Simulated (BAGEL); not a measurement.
# GaNH3ClO (SMILES [NH2][Ga]([OH])[Cl]) at PBE0/6-31G(d) (density fitting with qzvpp-jkfit, spherical functions)

What is the energy change on altering one bond length of GaNH3ClO at PBE0/6-31G* (density fitting with qzvpp-jkfit, spherical functions)? 

The calculation is run with BAGEL 1.2.2.

1 further run of the same task is left out (it didn't finish).

### 1 The system as given

GaNH3ClO has 7 atoms, charge 0, and is taken as a singlet. As SMILES, `[NH2][Ga]([OH])[Cl]`. The shape comes from GFN2-xTB, which is rough for such elements, and wasn't checked as a minimum. This is one conformer, not always the lowest.

Bond lengths: N1–Ga2 1.835 Å, Ga2–O3 1.744 Å, Ga2–Cl4 2.086 Å, N1–H5 1.015 Å, N1–H6 1.015 Å, O3–H7 0.956 Å. Angles: N1–Ga2–O3 113.9°, N1–Ga2–Cl4 126.6°, O3–Ga2–Cl4 119.3°, Ga2–N1–H5 118.5°, Ga2–N1–H6 113.9°, Ga2–O3–H7 124.9°, H5–N1–H6 109.7°.

### 2 The energy at PBE0/6-31G(d) (density fitting with qzvpp-jkfit, spherical functions)

File job.json:

```json
{ "bagel" : [

{
  "title" : "molecule",
  "basis" : "6-31gs.json",
  "df_basis" : "qzvpp-jkfit",
  "angstrom" : "true",
  "geometry" : [
    { "atom" : "N", "xyz" : [   -0.481790,    1.367040,   -0.147770 ] },
    { "atom" : "Ga", "xyz" : [   -0.071060,   -0.419500,   -0.224170 ] },
    { "atom" : "O", "xyz" : [    1.346160,   -0.857040,    0.692320 ] },
    { "atom" : "Cl", "xyz" : [   -1.016630,   -1.864050,   -1.394700 ] },
    { "atom" : "H", "xyz" : [   -1.449630,    1.647340,   -0.266410 ] },
    { "atom" : "H", "xyz" : [   -0.081700,    1.847360,    0.651620 ] },
    { "atom" : "H", "xyz" : [    1.754650,   -1.721150,    0.689120 ] }
  ]
},
{
  "title" : "ks",
  "xc_func" : "pbe0",
  "charge" : 0
},
{
  "title" : "print",
  "file" : "orbitals.molden",
  "orbitals" : "true"
}

]}
```

The basis set 6-31G* is read from a file made from the Basis Set Exchange's data (not shown).

Launch:

```bash
$ BAGEL_NUM_THREADS=1 BAGEL job.json > job.out
```

Output:

```text
* using 1 threads per process

  ===============================================================
  ===============================================================

  *** Geometry ***

  { "atom" : "N", "xyz" : [     -0.910451,      2.583331,     -0.279245 ] },
  { "atom" : "Ga", "xyz" : [     -0.134284,     -0.792740,     -0.423620 ] },
  { "atom" : "O", "xyz" : [      2.543874,     -1.619571,      1.308295 ] },
  { "atom" : "Cl", "xyz" : [     -1.921152,     -3.522544,     -2.635601 ] },
  { "atom" : "H", "xyz" : [     -2.739404,      3.113021,     -0.503442 ] },
  { "atom" : "H", "xyz" : [     -0.154391,      3.491004,      1.231383 ] },
  { "atom" : "H", "xyz" : [      3.315808,     -3.252502,      1.302248 ] },

  Number of auxiliary basis functions:      602

  Since a DF basis is specified, we compute 2- and 3-index integrals:
    o Being stored without compression. Storage requirement is 0.034 GB

  Number of basis functions:       84
  Number of electrons      :       66

    * METHOD: MOLECULE                             0.43

  *** Kohn-Sham DFT ***

    * Removing 12188 points whose weight is below 1.00e-10
    * Grid points: 92154

  === Nuclear Repulsion ===
   364.0848858071

       - DIIS with orbital gradients will be used.

  === KS iteration (pbe0 / 6-31gs.json) ===
      0      -2426.95835990          0.12288745           0.40
      1      -2244.60378544          0.21191314           0.38
      2      -2421.52060829          0.11558686           0.38
      3      -2445.99520652          0.16195776           0.38
      4      -2438.92239619          0.17187369           0.38
      5      -2446.47917984          0.15706372           0.38
      6      -2446.18705344          0.15876375           0.38
      7      -2449.54021470          0.20429422           0.38
      8      -2427.89849756          0.14449587           0.38
      9      -2513.03353671          0.07654056           0.38
     10      -2460.78060068          0.17290648           0.38
     11      -2478.55396343          0.25805617           0.38
     12      -2459.11031073          0.17449601           0.37
     13      -2457.80775979          0.16432885           0.38
     14      -2506.52533938          0.10598629           0.38
     15      -2503.60736868          0.13488762           0.38
     16      -2513.67666884          0.07286797           0.38
     17      -2513.99574569          0.05951991           0.37
     18      -2515.52428097          0.03663311           0.37
     19      -2516.01383114          0.01001532           0.37
     20      -2516.06426721          0.00465007           0.37
     21      -2516.07474619          0.00137399           0.38
     22      -2516.07558319          0.00049121           0.39
     23      -2516.07569704          0.00004722           0.39
     24      -2516.07569850          0.00001637           0.39
     25      -2516.07569870          0.00000340           0.39
     26      -2516.07569871          0.00000129           0.39
     27      -2516.07569871          0.00000040           0.39
     28      -2516.07569871          0.00000027           0.38
     29      -2516.07569871          0.00000014           0.39
     30      -2516.07569871          0.00000004           0.38
     31      -2516.07569871          0.00000002           0.38
     32      -2516.07569871          0.00000000           0.38
    * SCF iteration converged.

    * Permanent dipole moment:
           (    0.154384,    -0.169654,    -0.466807) a.u.

    * METHOD: KS                                  12.99

    * METHOD: PRINT                                0.02

  ===============================================================
```

It took 14 s on 1 thread of Arm Neoverse V1, shared host; peak memory 0.43 GiB.

### 3 The distorted shape, same level

File dft.json:

```json
{ "bagel": [

{
  "title": "molecule",
  "basis": "6-31gs.json",
  "df_basis": "qzvpp-jkfit",
  "angstrom": true,
  "geometry": [
    { "atom": "N", "xyz": [    0.002169,    1.226879,   -0.088445 ] },
    { "atom": "Ga", "xyz": [    0.412899,   -0.559661,   -0.164845 ] },
    { "atom": "O", "xyz": [    1.830119,   -0.997201,    0.751645 ] },
    { "atom": "Cl", "xyz": [   -0.532671,   -2.004211,   -1.335375 ] },
    { "atom": "H", "xyz": [   -1.449630,    1.647340,   -0.266410 ] },
    { "atom": "H", "xyz": [    0.402259,    1.707199,    0.710945 ] },
    { "atom": "H", "xyz": [    2.238609,   -1.861311,    0.748445 ] }
  ]
},
{
  "title": "ks",
  "xc_func": "pbe0"
},
{
  "title": "print",
  "file": "orbitals.molden",
  "orbitals": true
}

]}
```

The basis set 6-31G* is read from a file made from the Basis Set Exchange's data (not shown).

Launch:

```bash
$ BAGEL_NUM_THREADS=1 BAGEL dft.json > dft.out
```

Output:

```text
* using 1 threads per process

  ===============================================================
  ===============================================================

  *** Geometry ***

  { "atom" : "N", "xyz" : [      0.004099,      2.318465,     -0.167137 ] },
  { "atom" : "Ga", "xyz" : [      0.780266,     -1.057606,     -0.311512 ] },
  { "atom" : "O", "xyz" : [      3.458424,     -1.884437,      1.420403 ] },
  { "atom" : "Cl", "xyz" : [     -1.006602,     -3.787410,     -2.523493 ] },
  { "atom" : "H", "xyz" : [     -2.739404,      3.113021,     -0.503442 ] },
  { "atom" : "H", "xyz" : [      0.760159,      3.226139,      1.343491 ] },
  { "atom" : "H", "xyz" : [      4.230358,     -3.517368,      1.414356 ] },

  Number of auxiliary basis functions:      602

  Since a DF basis is specified, we compute 2- and 3-index integrals:
    o Being stored without compression. Storage requirement is 0.034 GB

  Number of basis functions:       84
  Number of electrons      :       66

    * METHOD: MOLECULE                             0.44

  *** Kohn-Sham DFT ***

    * Removing 11652 points whose weight is below 1.00e-10
    * Grid points: 92690

  === Nuclear Repulsion ===
   361.6269269753

       - DIIS with orbital gradients will be used.

  === KS iteration (pbe0 / 6-31gs.json) ===
      0      -2427.58306424          0.12242356           0.45
      1      -2247.81194514          0.21100383           0.41
      2      -2422.16002728          0.11525962           0.40
      3      -2446.36500242          0.16096025           0.40
      4      -2448.01633379          0.16981253           0.39
      5      -2447.91854618          0.16432589           0.40
      6      -2447.83310184          0.16371580           0.40
      7      -2447.98597616          0.16287336           0.39
      8      -2428.27708600          0.14321621           0.40
      9      -2513.10905692          0.07385413           0.39
     10      -2458.81856219          0.15863843           0.40
     11      -2467.75670776          0.23110462           0.40
     12      -2464.61029128          0.21256933           0.39
     13      -2458.60338502          0.17285158           0.39
     14      -2507.36424692          0.10411341           0.39
     15      -2503.71749885          0.12541966           0.39
     16      -2513.79628564          0.05754363           0.39
     17      -2510.47745309          0.07382777           0.40
     18      -2515.70813997          0.02303962           0.39
     19      -2515.92367019          0.01057513           0.39
     20      -2515.93314860          0.01069411           0.40
     21      -2515.98687906          0.00144903           0.41
     22      -2515.98792199          0.00041213           0.40
     23      -2515.98801717          0.00009783           0.40
     24      -2515.98802388          0.00003833           0.40
     25      -2515.98802479          0.00001693           0.39
     26      -2515.98802495          0.00000579           0.40
     27      -2515.98802497          0.00000149           0.40
     28      -2515.98802497          0.00000062           0.40
     29      -2515.98802497          0.00000049           0.40
     30      -2515.98802497          0.00000018           0.40
     31      -2515.98802497          0.00000008           0.40
     32      -2515.98802497          0.00000004           0.40
     33      -2515.98802497          0.00000001           0.40
     34      -2515.98802497          0.00000001           0.40
    * SCF iteration converged.

    * Permanent dipole moment:
           (    0.165809,    -0.172313,    -0.469414) a.u.

    * METHOD: KS                                  14.45

    * METHOD: PRINT                                0.02

  ===============================================================
```

It took 15 s on 1 thread of Arm Neoverse V1, shared host; peak memory 0.43 GiB.

### 4 Results

Level: PBE0/6-31G* (density fitting with qzvpp-jkfit, spherical functions).

| quantity | value |
| --- | --- |
| first shape: total energy | -2516.07570 Eh |
| first shape: dipole moment | 1.32 D |
| first shape: HOMO energy | -7.58 eV |
| first shape: LUMO energy | -0.66 eV |
| first shape: HOMO–LUMO gap | 6.92 eV |
| distorted shape: total energy | -2515.98802 Eh |
| distorted shape: dipole moment | 1.34 D |
| distorted shape: HOMO energy | -7.49 eV |
| distorted shape: LUMO energy | -1.56 eV |
| distorted shape: HOMO–LUMO gap | 5.93 eV |
| energy change with the N1–H5 bond stretched from 1.015 to 1.522 Å | 2.386 eV |

**Reading.** With the N1–H5 bond stretched from 1.015 to 1.522 Å the energy rises by 2.39 eV (230 kJ/mol). The first shape isn't relaxed at this level, so the change isn't measured from a minimum.
